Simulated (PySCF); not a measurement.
# C6H12OSi: the cost of one run

Programs: PySCF 2.14.0, with routines of our own; each step states its level. All values are computed. Atoms count from 0.

## Step 1: The starting structure

20 atoms, charge 0, multiplicity 1; geometry from: GFN2-xTB.

## Step 2: Circular dichroism and optical rotation: TDDFT BHandHLYP/def2-SVPD

Job settings and geometry (Å):

```
{"job": {"kind": "ecd", "xc": "BHandHLYP", "basis": "def2-SVPD", "nstates": 8}, "charge": 0, "multiplicity": 1}
C      2.288745     0.427703    -0.445876
C      0.898727    -0.126275    -0.708607
C      0.428160    -1.223090     0.260175
C     -0.818558    -0.389899     0.617298
Si    -2.498106    -1.134342     0.147505
C     -0.307445     0.753454    -0.277869
C      0.049607     2.018222     0.435180
O     -0.134818     2.243238     1.599125
H      2.516305     1.253153    -1.117344
H      2.373469     0.779057     0.580467
H      3.029684    -0.353950    -0.604231
H      0.820770    -0.429839    -1.754967
H      0.227819    -2.185163    -0.208904
H      1.108036    -1.378212     1.096522
H     -0.819303    -0.078398     1.664207
H     -2.493379    -1.426260    -1.290318
H     -2.683120    -2.376807     0.897368
H     -3.556417    -0.170895     0.448264
H     -0.952039     1.029315    -1.117224
H      0.516716     2.779667    -0.223807
```

Method: TDDFT BHandHLYP/def2-SVPD circular dichroism and optical rotation, one conformer, gas phase.

Started as:

```
$ OMP_NUM_THREADS=1 python excited_run.py task.json out
```

One launch serves the whole session: the jobs run in the order shown.

Q: Estimate the wall time and peak memory of this job on 1 thread of Arm Neoverse V1, shared host.

About 2.1 min, with a peak of 1.1 GiB.
